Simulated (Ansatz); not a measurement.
# C₂H₇GeNO: a ladder of functionals and wavefunction methods

The task here is to estimate one member of a computed series from the others.

Computed with Ansatz 0.2.0, Gaussian basis. Level: functionals in def2-TZVPP, the program's frozen cores in correlated methods.

The runs, in order: PBE-D4, r2SCAN-D4, PBE0-D4, B3LYP-D4, ωB97X-V, ωB97M-V, B2PLYP; CCSD(T)/def2-TZVPP; MP2/def2-QZVPP; extrapolation to the limit.

## Structure used throughout

An earlier PBE0-D4 in a triple-zeta def2 set relaxation fixed the geometry.

SMILES `C[N]1[CH2][GeH]1[OH]`, 12 atoms, charge 0, spin multiplicity 1.

Atoms are counted from 1 here; the program's logs count them from 0.

Bond lengths: C1–N2 1.439 Å, C1–H6 1.097 Å, C1–H7 1.102 Å, C1–H8 1.092 Å, N2–C3 1.483 Å, N2–Ge4 1.835 Å, C3–Ge4 1.915 Å, C3–H9 1.089 Å, C3–H10 1.094 Å, Ge4–O5 1.768 Å, Ge4–H11 1.522 Å, O5–H12 0.962 Å. Angles: N2–C1–H6 110.1°, N2–C1–H7 113.8°, N2–C1–H8 109.7°, H6–C1–H7 107.3°, H6–C1–H8 107.7°, H7–C1–H8 108.0°, C1–N2–C3 118.0°, C1–N2–Ge4 131.9°, C3–N2–Ge4 69.6°, N2–C3–Ge4 63.9°, N2–C3–H9 115.9°, N2–C3–H10 116.3°, Ge4–C3–H9 123.5°, Ge4–C3–H10 116.2°, H9–C3–H10 112.6°, N2–Ge4–C3 46.6°, N2–Ge4–O5 114.6°, N2–Ge4–H11 123.5° and more.

As a file:

| atom | x (Å) | y (Å) | z (Å) |
| --- | --- | --- | --- |
| C1 | -1.6888 | 0.1641 | 0.1796 |
| N2 | -0.3165 | 0.3548 | -0.2104 |
| C3 | 0.3494 | -0.7342 | -0.9662 |
| Ge4 | 1.2633 | -0.1118 | 0.5972 |
| O5 | 2.4827 | 1.1677 | 0.6239 |
| H6 | -2.3461 | 0.2659 | -0.6925 |
| H7 | -1.8896 | -0.8216 | 0.6288 |
| H8 | -1.9760 | 0.9298 | 0.9037 |
| H9 | 0.6579 | -0.4885 | -1.9812 |
| H10 | -0.1104 | -1.7247 | -0.8952 |
| H11 | 1.3414 | -0.8678 | 1.9156 |
| H12 | 2.3095 | 1.8112 | -0.0694 |

Set-up of the first run:

in.yaml reads:

```yaml
crystal:
  periodic: [false, false, false]
  atoms:
    - {symbol: C, position_ang: [-1.688752, 0.164139, 0.179640]}
    - {symbol: N, position_ang: [-0.316532, 0.354810, -0.210409]}
    - {symbol: C, position_ang: [0.349368, -0.734180, -0.966172]}
    - {symbol: Ge, position_ang: [1.263290, -0.111783, 0.597170]}
    - {symbol: O, position_ang: [2.482694, 1.167675, 0.623947]}
    - {symbol: H, position_ang: [-2.346131, 0.265898, -0.692532]}
    - {symbol: H, position_ang: [-1.889552, -0.821606, 0.628841]}
    - {symbol: H, position_ang: [-1.976003, 0.929767, 0.903728]}
    - {symbol: H, position_ang: [0.657907, -0.488549, -1.981250]}
    - {symbol: H, position_ang: [-0.110366, -1.724693, -0.895222]}
    - {symbol: H, position_ang: [1.341409, -0.867835, 1.915646]}
    - {symbol: H, position_ang: [2.309468, 1.811157, -0.069387]}
basis:
  gaussian: {orbitals: def2-TZVPP}
hamiltonian: {xc: pbe, dispersion: d4}
output: {forces: true, orbitals: {seedname: orbitals}}
```

On the command line:

```console
ansatz run in.yaml --threads 4 --pin off --events-out ev --progress --plain --max-ram 10444MiB
```

Among the steps run: PBE-D4 (GGA); r2SCAN-D4 (meta-GGA); PBE0-D4 (hybrid); B3LYP-D4 (hybrid); ωB97X-V (range-separated); ωB97M-V (range-separated); B2PLYP (double hybrid); CCSD(T) in def2-TZVPP; MP2 in def2-QZVPP.

One table of the session follows, with a row left open; its other results are not shown here.

It belongs to the step «Atomisation energies». 

```
            method  atomisation energy (kJ/mol)
            PBE-D4                       4362.1
         r2SCAN-D4                       4262.3
           PBE0-D4                       4261.8
          B3LYP-D4                       4248.8
           ωB97X-V                       4276.2
           ωB97M-V                       4259.3
            B2PLYP                            ?
     HF/def2-TZVPP                       2907.8
    MP2/def2-TZVPP                       4226.1
   CCSD/def2-TZVPP                       4078.5
CCSD(T)/def2-TZVPP                       4155.1
           MP2/CBS                       4342.9
       CCSD(T)/CBS                       4271.9
```

Estimate the missing values for B2PLYP.

As computed: atomisation energy (kJ/mol): 4210.7. In the column «atomisation energy (kJ/mol)» it lies between CCSD(T)/def2-TZVPP (4155.1) and MP2/def2-TZVPP (4226.1).

Caveats from the session: Free atoms (2 C, 1 N, 1 Ge, 1 O, 7 H) were run apart at each level; the atomisation energy is their sum less the molecule, without zero-point or spin-orbit terms.
